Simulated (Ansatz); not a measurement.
# CH4AlBO: a ladder of functionals and wavefunction methods

Aim: compute CH4AlBO with functionals from several rungs and with coupled cluster. The yardstick is the atomisation energy at the CCSD(T) limit.

Program: Ansatz 0.2.0, Gaussian basis. Level of theory: functionals in def2-TZVPP, the program's frozen cores in correlated methods. These are calculated values, not measurements.

Plan: LDA (SPW92), PBE-D4, revPBE-D4, BLYP-D4, r2SCAN-D4, B97M-V, PBE0-D4, B3LYP-D4, r2SCANh-D4, r2SCAN0-D4, HSE06-D4, BHLYP-D4, CAM-B3LYP-D4, LC-ωPBE, ωB97X-V, ωB97M-V, B2PLYP, PBE-QIDH; CCSD(T)/def2-SVP; CCSD(T)/def2-TZVPP; MP2/def2-QZVPP; extrapolation to the limit; RPA on PBE.

1 further run of the same task is left out (it didn't finish).

## 1. Structure used throughout

An earlier PBE0-D4 in a triple-zeta def2 set relaxation fixed the geometry.

SMILES `C[B]1[O][AlH]1`, 8 atoms, charge 0, spin multiplicity 1.

Atoms are counted from 1 here; the program's logs count them from 0.

Bond lengths: C1–B2 1.549 Å, C1–H5 1.094 Å, C1–H6 1.094 Å, C1–H7 1.094 Å, B2–O3 1.331 Å, B2–Al4 2.013 Å, O3–Al4 1.815 Å, Al4–H8 1.586 Å. Angles: B2–C1–H5 111.6°, B2–C1–H6 110.3°, B2–C1–H7 110.3°, H5–C1–H6 109.0°, H5–C1–H7 109.0°, H6–C1–H7 106.4°, C1–B2–O3 135.2°, C1–B2–Al4 163.0°, O3–B2–Al4 61.8°, B2–O3–Al4 77.9°, B2–Al4–O3 40.3°, B2–Al4–H8 158.3°, O3–Al4–H8 118.1°.

Coordinates:

```mol
CH4AlBO
  3D, bonds by distance, orders not assigned

  8  8  0  0  0  0  0  0  0  0999 V2000
   -0.1912    1.3569   -0.3706 C   0  0
    0.0507   -0.1209    0.0254 B   0  0
    1.1198   -0.8565    0.3194 O   0  0
   -0.2280   -2.0611    0.4857 Al  0  0
    0.7457    1.9200   -0.4167 H   0  0
   -0.8613    1.8380    0.3475 H   0  0
   -0.6888    1.4129   -1.3429 H   0  0
    0.1453   -3.5465    0.8964 H   0  0
  1  2  8  0
  2  3  8  0
  3  4  8  0
  1  5  8  0
  1  6  8  0
  1  7  8  0
  4  8  8  0
  2  4  8  0
M  END
```

## 2. LDA

This LDA is Slater exchange with PW92 correlation.

File in.yaml:

```yaml
crystal:
  periodic: [false, false, false]
  atoms:
    - {symbol: C, position_ang: [-0.191184, 1.356932, -0.370645]}
    - {symbol: B, position_ang: [0.050704, -0.120880, 0.025394]}
    - {symbol: O, position_ang: [1.119756, -0.856479, 0.319430]}
    - {symbol: Al, position_ang: [-0.228048, -2.061095, 0.485688]}
    - {symbol: H, position_ang: [0.745729, 1.920016, -0.416699]}
    - {symbol: H, position_ang: [-0.861261, 1.837966, 0.347489]}
    - {symbol: H, position_ang: [-0.688845, 1.412905, -1.342927]}
    - {symbol: H, position_ang: [0.145349, -3.546467, 0.896369]}
basis:
  gaussian: {orbitals: def2-TZVPP}
hamiltonian: {xc: lda}
output: {orbitals: {seedname: orbitals}}
```

On the command line:

```
> ansatz run in.yaml --threads 2 --pin off --events-out ev --progress --plain --max-ram 4352MiB
```

After this run come: PBE-D4 (GGA); revPBE-D4 (GGA); BLYP-D4 (GGA); r2SCAN-D4 (meta-GGA); B97M-V (meta-GGA); B3LYP-D4 (hybrid); r2SCANh-D4 (hybrid); r2SCAN0-D4 (hybrid); HSE06-D4 (hybrid); BHLYP-D4 (hybrid); CAM-B3LYP-D4 (range-separated); LC-ωPBE (range-separated); ωB97X-V (range-separated); ωB97M-V (range-separated); B2PLYP (double hybrid); PBE-QIDH (double hybrid); CCSD(T) in def2-SVP; CCSD(T) in def2-TZVPP; MP2 in def2-QZVPP; RPA on PBE orbitals.

**Question.** What will the summary of the whole plan be? Wanted: atomisation energy, CCSD(T)/CBS; farthest beyond LDA; mean size of error, GGA; mean size of error, meta-GGA; mean size of error, hybrid; mean size of error, range-separated; mean size of error, double hybrid; gap, smallest and largest; T1 diagnostic.

The runs gave:

```
                               quantity                                                                                    value
        atomisation energy, CCSD(T)/CBS                                                                            2976.5 kJ/mol
 functionals within 14.9 kJ/mol (0.5 %)  revPBE-D4, BLYP-D4, PBE0-D4, B3LYP-D4, r2SCANh-D4, HSE06-D4, LC-ωPBE, ωB97X-V, PBE-QIDH
                    farthest beyond LDA                                                                  BHLYP-D4 (-88.7 kJ/mol)
                mean size of error, GGA                                                                              27.9 kJ/mol
           mean size of error, meta-GGA                                                                              41.4 kJ/mol
             mean size of error, hybrid                                                                              24.6 kJ/mol
    mean size of error, range-separated                                                                              11.8 kJ/mol
      mean size of error, double hybrid                                                                              14.5 kJ/mol
              gap, smallest and largest                                                 2.61 eV (LDA (SPW92)), 8.92 eV (LC-ωPBE)
                          T1 diagnostic                                                                                   0.0155
triples share of the correlation energy                                                                                    4.1 %
```

**Reading.** LDA overbinds by 431.8 kJ/mol (15 %). PBE-D4 misses by +70.3 kJ/mol. Double hybrids carry the basis error of their MP2 part in triple zeta, and no dispersion term here, so their miss is partly the set-up's. The rungs range-separated, double hybrid miss on average by less than the doubt on the reference (14.9 kJ/mol), so they tie. The reference freezes the cores and leaves out relativity and excitations past (T), so misses under about 14.9 kJ/mol can't be ranked. Hartree-Fock recovers 74 % of the binding; the rest is correlation. CCSD(T) in def2-SVP is off by -134.1 kJ/mol, which most functionals beat. The gap grows from 2.6 to 8.9 eV across the functionals, mostly with the share of exact exchange.
